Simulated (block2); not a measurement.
# DMRG/ANO-RCC-MB (start occupation bias 0.2) run of GeF2 (SMILES [F][Ge][F])

Wanted: the energy of GeF2. 

Program for the calculation: block2 0.5.4.

5 further runs of the same task are left out: 3 that didn't finish, 2 set aside as unsound or not needed. Runs told in other sessions of the task aren't counted.

### 1 The structure to begin with

GeF2 has 3 atoms, charge 0, and is taken as a singlet. As SMILES, `[F][Ge][F]`. The coordinates come from a PBE0-D4/def2-TZVP relaxation.

Bond lengths: F1–Ge2 1.745 Å, Ge2–F3 1.745 Å. Angles: F1–Ge2–F3 97.2°.

### 2 The energy at DMRG/ANO-RCC-MB (start occupation bias 0.2)

Input file integrals.py:

```python
from pyscf import ao2mo, gto, mcscf, scf
from pyscf.tools import fcidump

geom = [
    ("F", (-0.675900, -1.101800, -0.497500)),
    ("Ge", (0.637500, -0.295200, 0.320200)),
    ("F", (0.027600, 1.332100, 0.164100)),
]
mol = gto.M(
    atom=geom,
    basis="ano-rcc-mb",
    charge=0,
    verbose=3,
    max_memory=2000,
)
print("nao = %d" % (mol.nao))
mf = scf.RHF(mol)
mf.conv_tol = 1e-10
mf.max_cycle = 200
mf.kernel()
if not mf.converged:
    mf = mf.newton().run(mf.mo_coeff, mf.mo_occ)
print(f"E(SCF) = {mf.e_tot:.10f}")
# FCIDUMP for the DMRG program
cas = mcscf.CASCI(mf, 17, 28)
h1, ecore = cas.get_h1eff()
fcidump.from_integrals("FCIDUMP", h1, cas.get_h2eff(), 17, 28, nuc=ecore, ms=0)
# exact diagonalisation in the same space
ci = mcscf.CASCI(mf, 17, (14, 14))
ci.fix_spin_(ss=0)
ci.fcisolver.conv_tol = 1e-10
ci.fcisolver.max_cycle = 200
ci.kernel()
print(f"FCI energy = {ci.e_tot:.10f}")
```

Input file block.conf:

```
sym c1
orbitals FCIDUMP
nelec 28
spin 0
irrep 1
occ 2 2 2 2 2 2 2 2 2 2 2 2 2 2 0 0 0
cbias 0.2
schedule
0 150 1E-11 1E-04
4 300 1E-11 1E-04
7 600 1E-11 1E-05
11 600 1E-12 0.0
end
maxiter 17
sweep_tol 1E-06
fiedler
mem 2g
num_thrds 1
prefix ./tmp
outputlevel 2
onepdm
```

Launch:

```console
$ python integrals.py && block2main block.conf
```

The program printed:

```text
$ python integrals.py
nao = 28
converged SCF energy = -2260.92665813516
E(SCF) = -2260.9266581352
CASCI E = -2261.00283342754  E(CI) = -211.754236995855  S^2 = 0.0000000
FCI energy = -2261.0028334275

$ block2main block.conf

[... 75 lines left out ...]
 --> Site =    6-   7 .. Mmps =  150 Ndav =  82 E =  -2260.1872152620 Error = 1.89e-07 FLOPS = 4.19e+09 Tdav = 9.39 T = 9.54
[... 46 lines left out ...]
 --> Site =    3-   4 .. Mmps =  107 Ndav =   4 E =  -2260.7813660791 Error = 6.68e-15 FLOPS = 3.15e+09 Tdav = 0.03 T = 0.06
[... 46 lines left out ...]
 --> Site =    0-   1 .. Mmps =    3 Ndav =   1 E =  -2261.0028253512 Error = 0.00e+00 FLOPS = 8.45e+08 Tdav = 0.00 T = 0.00
[... 37 lines left out ...]
 <-- Site =    2-   3 .. Mmps =  220 Ndav =   3 E =  -2261.0028332747 Error = 2.81e-14 FLOPS = 2.46e+09 Tdav = 0.04 T = 0.20
[... 46 lines left out ...]
 <-- Site =    5-   6 .. Mmps =  600 Ndav =   4 E =  -2261.0028334271 Error = 1.04e-10 FLOPS = 4.50e+09 Tdav = 2.17 T = 4.60
[... 46 lines left out ...]
 <-- Site =    8-   9 .. Mmps =  547 Ndav =   2 E =  -2261.0028334276 Error = 4.57e-13 FLOPS = 4.76e+09 Tdav = 3.69 T = 5.04
[... 46 lines left out ...]
 <-- Site =   11-  12 .. Mmps =  120 Ndav =   2 E =  -2261.0028334275 Error = 9.71e-14 FLOPS = 3.80e+09 Tdav = 0.37 T = 0.65
[... 73 lines left out ...]
 --> Site =   10-  11 .. Nterms =           13 Error =  0.000000000000/ 0.000000000000 FLOPS = 4.50e+09 Tmult = 0.01 T = 0.09
 --> Site =   11-  12 .. Nterms =           11 Error =  0.000000000000/ 0.000000000000 FLOPS = 3.92e+09 Tmult = 0.00 T = 0.04
 --> Site =   12-  13 .. Nterms =            9 Error =  0.000000000000/ 0.000000000000 FLOPS = 2.78e+09 Tmult = 0.00 T = 0.02
 --> Site =   13-  14 .. Nterms =            7 Error =  0.000000000000/ 0.000000000000 FLOPS = 1.33e+09 Tmult = 0.00 T = 0.01
 --> Site =   14-  15 .. Nterms =            5 Error =  0.000000000000/ 0.000000000000 FLOPS = 4.97e+08 Tmult = 0.00 T = 0.00
 --> Site =   15-  16 .. Nterms =            4 Error =  0.000000000000/ 0.000000000000 FLOPS = 1.13e+08 Tmult = 0.00 T = 0.00
[... 7 lines left out ...]
NPDM Sorting | Nsites =    17 | Nmaxops =  2 | DotSite = 2 | SymbolFree = T | Compressed = T | LowMem = F | Mem = 2.26 KB
 Site =     0 ..  T = 0.000
 Site =     1 ..  T = 0.000
 Site =     2 ..  T = 0.000
 Site =     3 ..  T = 0.000
 Site =     4 ..  T = 0.000
 Site =     5 ..  T = 0.000
 Site =     6 ..  T = 0.000
 Site =     7 ..  T = 0.000
 Site =     8 ..  T = 0.000
 Site =     9 ..  T = 0.000
 Site =    10 ..  T = 0.000
 Site =    11 ..  T = 0.000
 Site =    12 ..  T = 0.000
 Site =    13 ..  T = 0.000
 Site =    14 ..  T = 0.000
 Site =    15 ..  T = 0.000
Ttotal =      0.001

DMRG OCC =   2.000 2.000 2.000 2.000 2.000 1.997 1.997 1.987 1.994 1.983 1.974 1.977 1.981 1.946 0.072 0.047 0.046
```

Run time: 4.7 min. Hardware: 1 thread of Arm Neoverse V2, shared host; peak memory 0.95 GiB.

### 3 Summary of results

Level: DMRG/ANO-RCC-MB (start occupation bias 0.2), 11 core orbitals frozen.

| quantity | value |
| --- | --- |
| total energy | -2261.00283 Eh |

**Reading.** The basis was made for a relativistic Hamiltonian, but the run is non-relativistic.
